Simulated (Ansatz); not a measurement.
# MgNi3C: the cost of one run

Program: the Python package of Ansatz 0.2.0. Level of theory: DFT LDA, plane waves, PAW. These are calculated values, not measurements.

## (1) Starting point

MgNi3C Pm-3m: It takes space group Pm-3m (No. 221, cubic). The conventional cell has a = 3.809 Å, b = 3.809 Å, c = 3.809 Å, α = 90.00°, β = 90.00°, γ = 90.00°. Mg (site symmetry m-3m) is surrounded by 12 Ni at 2.69 Å. Ni (site symmetry 4/mmm) is surrounded by 2 C at 1.90 Å. C (site symmetry m-3m) has 6 Ni at 1.90 Å as nearest neighbours.

Mg P6_3/mmc: The structure is hexagonal, space group P6_3/mmc (No. 194). Conventional cell: a = 3.209 Å, b = 3.209 Å, c = 5.210 Å, α = 90.00°, β = 90.00°, γ = 120.00°. Mg (site symmetry -6m2) is surrounded by 12 Mg at 3.20 to 3.21 Å.

Ni Fm-3m: The structure is cubic, space group Fm-3m (No. 225). The conventional cell has a = 3.524 Å, b = 3.524 Å, c = 3.524 Å, α = 90.00°, β = 90.00°, γ = 90.00°. Around Ni (site symmetry m-3m) lie 12 Ni at 2.49 Å.

C R-3m: It takes space group R-3m (No. 166, trigonal). Conventional cell: a = 2.456 Å, b = 2.456 Å, c = 10.041 Å, α = 90.00°, β = 90.00°, γ = 120.00°. C (site symmetry 3m) is surrounded by 3 C at 1.42 Å.

The script holds or builds the structure itself.

## (2) Script

File mgni3c_formation.py:

```python
"""Heat of formation of MgNi3C at zero temperature, after relaxing atoms and volume at fixed cell shape."""

from collections import Counter
import warnings

import ansatz as az
import numpy as np

PHASES = {
    "MgNi3C": (
        [[3.8089, 0.0, 0.0], [0.0, 3.8089, 0.0], [0.0, 0.0, 3.8089]],
        [
            ("Mg", [0.0, 0.0, 0.0]),
            ("Ni", [0.0, 0.5, 0.5]),
            ("Ni", [0.5, 0.0, 0.5]),
            ("Ni", [0.5, 0.5, 0.0]),
            ("C", [0.5, 0.5, 0.5]),
        ],
    ),
    "Mg": (
        [[3.2093, 0.0, 0.0], [-1.60465, 2.77934, 0.0], [0.0, 0.0, 5.2103]],
        [
            ("Mg", [1 / 3, 2 / 3, 0.25]),
            ("Mg", [2 / 3, 1 / 3, 0.75]),
        ],
    ),
    "Ni": (
        [[0.0, 1.76194, 1.76194], [1.76194, 0.0, 1.76194], [1.76194, 1.76194, 0.0]],
        [
            ("Ni", [0.0, 0.0, 0.0]),
        ],
    ),
    "C": (
        [[1.22803, 0.709, 3.34701], [-1.22803, 0.709, 3.34701], [0.0, -1.41801, 3.34701]],
        [
            ("C", [0.836, 0.836, 0.836]),
            ("C", [0.164, 0.164, 0.164]),
        ],
    ),
}
MOMENTS = {"Ni": 1.5}  # parallel starting moments in muB


def build(vectors, sites):
    crystal = az.Crystal(lattice=az.Lattice.of(vectors))
    for symbol, position in sites:
        crystal = crystal.atom(symbol, position)
    return crystal

POLARISED = {"MgNi3C", "Ni"}


def compute(name, crystal):
    calc = (
        crystal.calculation()
        .functional("LDA")
        .basis(17 * az.Ha)
        .kpoints(spacing=0.33)
        .occupations("cold", width=0.05)
        .stress()
    )
    if name in POLARISED:
        calc = calc.spin("collinear")
    calc = calc.relax(force_tolerance=0.01, fix_cell=["shape"])
    return calc.run(threads=1, pin="off")


def counts(outcome):
    return Counter(site.symbol for site in outcome.lattice.sites)

def formation_energy(outcome, mu):
    n = counts(outcome)
    return (outcome.report["energy_sigma0_ev"] - sum(k * mu[element] for element, k in n.items())) / sum(n.values())


def volume_per_atom(outcome):
    return abs(np.linalg.det(outcome.lattice.cell_ang)) / len(outcome.lattice.sites)

warnings.simplefilter("ignore", az.DeckWarning)

phases = {name: build(*cell) for name, cell in PHASES.items()}
for name in ["MgNi3C", "Ni"]:
    phases[name] = phases[name].moments({e: m for e, m in MOMENTS.items() if e in phases[name].species()})

done = {}
for name, crystal in phases.items():
    done[name] = compute(name, crystal)
    print(f"{name}: {done[name].report['energy_sigma0_ev']:.4f} eV, {len(done[name].lattice.sites)} atoms")

# energy of one atom in its reference phase
references = {"Mg": "Mg", "Ni": "Ni", "C": "C"}
mu = {element: done[name].report["energy_sigma0_ev"] / len(done[name].lattice.sites) for element, name in references.items()}

target = done["MgNi3C"]
heat = formation_energy(target, mu)
n = counts(target)
print("cell content:", dict(n), " volume", round(volume_per_atom(target), 3), "A^3/atom")
print("formation energy", round(heat, 4), "eV/atom,", round(heat * sum(n.values()), 4), "eV per cell")
print("bound against the elements" if heat < 0 else "unbound against the elements")
```

## (3) The calls as engine input

The package turns the script's settings into the engine's input (first run):

```yaml
crystal:
  lattice:
    - [3.8089, 0.0, 0.0]
    - [0.0, 3.8089, 0.0]
    - [0.0, 0.0, 3.8089]
  atoms:
    - { symbol: Mg, position: [0.0, 0.0, 0.0] }
    - { symbol: Ni, position: [0.0, 0.5, 0.5] }
    - { symbol: Ni, position: [0.5, 0.0, 0.5] }
    - { symbol: Ni, position: [0.5, 0.5, 0.0] }
    - { symbol: C, position: [0.5, 0.5, 0.5] }
basis:
  ecutwfc: 462.593566181796
kpoints:
  mp_grid:
    kspacing: 0.33
hamiltonian:
  xc: lda
magnetization:
  spin_polarized: true
  per_species:
    Ni: 1.5
scf:
  occupations:
    method: cold
    width: 0.05
relax:
  f_tol: 0.01
  cell:
    fix: [shape]
output:
  stress: true
```

## (4) The run

Started as:

```console
$ python mgni3c_formation.py
```

Q: Estimate wall time and peak memory on 1 thread of Arm Neoverse V2, shared host.

About 36 s, with a peak of 0.42 GiB.
